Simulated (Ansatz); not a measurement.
This script drives Ansatz's Python interface.

`bands_csk2tlf6.py`
```python
# -*- coding: utf-8 -*-
'''Bands of CsK2TlF6 along a path through the zone.'''

import ansatz as az
import numpy as np

lattice = az.Lattice.of(
    (0.0, 4.96123, 4.96123),
    (4.96123, 0.0, 4.96123),
    (4.96123, 4.96123, 0.0),
)
sites = [
    ('K', (0.75, 0.75, 0.75)),
    ('K', (0.25, 0.25, 0.25)),
    ('Cs', (0.5, 0.5, 0.5)),
    ('Tl', (0.0, 0.0, 0.0)),
    ('F', (0.77893, 0.22107, 0.22107)),
    ('F', (0.22107, 0.22107, 0.77893)),
    ('F', (0.22107, 0.77893, 0.77893)),
    ('F', (0.22107, 0.77893, 0.22107)),
    ('F', (0.77893, 0.22107, 0.77893)),
    ('F', (0.77893, 0.77893, 0.22107)),
]
structure = az.Crystal(lattice=lattice)
for symbol, position in sites:
    structure = structure.atom(symbol, position)

# high-symmetry points in fractions of the reciprocal vectors
path = [
    ('K', (0.375, 0.375, 0.75)),
    ('G', (0.0, 0.0, 0.0)),
    ('L', (0.5, 0.5, 0.5)),
    ('W', (0.5, 0.25, 0.75)),
    ('X', (0.5, 0.0, 0.5)),
]
base = (
    structure.calculation()
    .functional('r2scan')
    .basis(600)
    .kpoints(spacing=0.4)
    .occupations(az.OccupationsMethod.FIXED)
    .band_structure([point for _, point in path], intervals=6)
    .scf(extra_bands=8)
)
done = base.run(threads=1)
summary = done.report

print(f'free energy      {summary["free_energy_ev"]:.5f} eV')
print(f'per atom         {summary["free_energy_ev"] / len(done.lattice.sites):.5f} eV')
print(f'SCF iterations   {summary["n_iterations"]}  (converged: {summary["converged"]})')

terms = summary['components']
print({name: round(terms[name], 3) for name in ('e_kinetic', 'e_hartree', 'e_xc', 'e_local', 'e_nonlocal')})

for term in (az.EnergyTerm.SMEARING, az.EnergyTerm.DISPERSION):
    print(f'F without {term.name.lower()}: {az.free_energy_without(summary, term):.5f} eV')

bands = done.band_structure()
fermi = bands.fermi_energy_ev
print(f'zero of the bands: {fermi:.3f} eV, the Fermi level found on the SCF mesh')
levels = bands.channels[0].eigenvalues_ev - fermi
filled = round(summary['n_electrons']) // 2
valence, conduction = levels[:, filled - 1], levels[:, filled]
print('k (fractions)              top valence  bottom conduction (eV)')
for k, lo, hi in zip(bands.kpoints_frac, valence, conduction):
    print(f'{k[0]:7.3f} {k[1]:7.3f} {k[2]:7.3f} {lo:12.3f} {hi:13.3f}')
print(f'on this path: least direct gap {np.min(conduction - valence):.3f} eV, least gap {conduction.min() - valence.max():.3f} eV')
```

It is started by `python bands_csk2tlf6.py`. How long does it take on 1 thread of Arm Neoverse N1 (shared host), and how much memory does it need?

It took about 44 s, with a peak of 1.3 GiB, for 1 run of the engine.

```console
$ python bands_csk2tlf6.py
free energy      -25095.51577 eV
per atom         -2509.55158 eV
SCF iterations   7  (converged: True)
{'e_kinetic': 2240.702, 'e_hartree': 2866.45, 'e_xc': -1118.78, 'e_local': -7413.413, 'e_nonlocal': 810.024}
F without smearing: -25095.51577 eV
F without dispersion: -25095.51577 eV
zero of the bands: 0.217 eV, the Fermi level found on the SCF mesh
k (fractions)              top valence  bottom conduction (eV)
  0.375   0.375   0.750       -0.119         4.644
  0.313   0.313   0.625        0.044         4.707
  0.250   0.250   0.500        0.100         4.679
  0.188   0.188   0.375        0.035         4.535
  0.125   0.125   0.250       -0.136         4.335
  0.062   0.062   0.125       -0.359         4.169
  0.000   0.000   0.000       -0.490         4.106
  0.083   0.083   0.083       -0.425         4.149
  0.167   0.167   0.167       -0.283         4.268
  0.250   0.250   0.250       -0.133         4.438
  0.333   0.333   0.333       -0.008         4.618
  0.417   0.417   0.417        0.073         4.759
  0.500   0.500   0.500        0.101         4.812
  0.500   0.458   0.542        0.092         4.802
  0.500   0.417   0.583        0.067         4.773
  0.500   0.375   0.625        0.027         4.733
  0.500   0.333   0.667       -0.022         4.693
  0.500   0.292   0.708       -0.066         4.663
  0.500   0.250   0.750       -0.084         4.652
  0.500   0.208   0.708       -0.101         4.643
  0.500   0.167   0.667       -0.150         4.620
  0.500   0.125   0.625       -0.227         4.589
  0.500   0.083   0.583       -0.322         4.558
  0.500   0.042   0.542       -0.399         4.536
  0.500   0.000   0.500       -0.414         4.528
on this path: least direct gap 4.470 eV, least gap 4.005 eV
```

Total energies depend on the potentials; only differences at equal settings carry meaning. Along an axis with an odd division the mesh misses the point at one half; a gap read on a finite mesh is an upper bound on this functional's gap. Spin-orbit coupling, left out here, can change this gap by several tenths of an eV, and inverted bands can meet off the mesh. The energy terms are those on the plane-wave grid, with the one-centre PAW part apart; the terms shown are only some of the summands, so they needn't add up to F. With fixed filling the reported Fermi level is the top filled level among the k-points of the SCF. This cell is a computed structure, which may not be the phase found in nature. Gaps and levels are Kohn-Sham values on a finite set of k-points, without spin-orbit coupling.

(A comment or docstring line of the script was reworded after the run, the code is as it ran; lines on the test bed's own set-up are left out of the output.)
